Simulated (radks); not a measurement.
# Cr²⁺ in [Ar] 3d3.5 4p0.5: an all-electron calculation

The task here is to estimate one member of a computed series from the others.

Method: Dirac Kohn-Sham, LDA (Slater exchange, Perdew-Wang correlation), spin-unpolarised, spherical densities, point nucleus; open shells fill j = l - 1/2 first. Code: radks (a radial shooting solver on a logarithmic mesh, Libxc functionals) version 1.

### Starting point

```
element       : chromium (Z = 24)
charge        : +2
electrons     : 22
configuration : [Ar] 3d3.5 4p0.5
```

Set-up of the first run:

The run's settings:

```text
Z 24
configuration [Ar] 3d3.5 4p0.5 4s0 4d0
relativity Dirac
functional lda,pw
spin unpolarised
j_filling energy
nucleus point
c 137.035999084
```

One of the session's tables, all rows but one given; the rest of the session is left out.

It belongs to the step «Shells». Sizes of the orbitals, from the radial functions (bohr):

| level | <r> | outermost maximum (interpolated) | 90 % within | nodes |
| --- | --- | --- | --- | --- |
| 1s1/2 | 0.06367 | 0.0417 | 0.114 | 0 |
| 2s1/2 | 0.2937 | 0.244 | 0.456 | 1 |
| 2p1/2 | 0.2583 | 0.196 | 0.425 | 0 |
| 2p3/2 | 0.2612 | 0.198 | 0.429 | 0 |
| 3s1/2 | 0.8952 | 0.775 | 1.34 | 2 |
| 3p1/2 | 0.9439 | 0.789 | 1.45 | 1 |
| 3p3/2 | 0.9525 | 0.795 | 1.47 | 1 |
| 3d3/2 | 1.175 | 0.802 | 2.00 | 0 |
| 3d5/2 | 1.178 | 0.804 | 2.00 | 0 |
| 4s1/2 | 2.619 | 2.30 | 3.83 | 3 |
| 4p1/2 | ? | ? | ? | ? |
| 4p3/2 | 3.086 | 2.70 | 4.54 | 2 |
| 4d3/2 | 4.470 | 3.99 | 6.62 | 1 |
| 4d5/2 | 4.476 | 4.00 | 6.63 | 1 |

**Question.** Estimate the row for 4p1/2.

The run gave: <r>: 3.066; outermost maximum (interpolated): 2.68; 90 % within: 4.52; nodes: 2. In the column «<r>» it lies between 4s1/2 (2.619) and 4p3/2 (3.086).
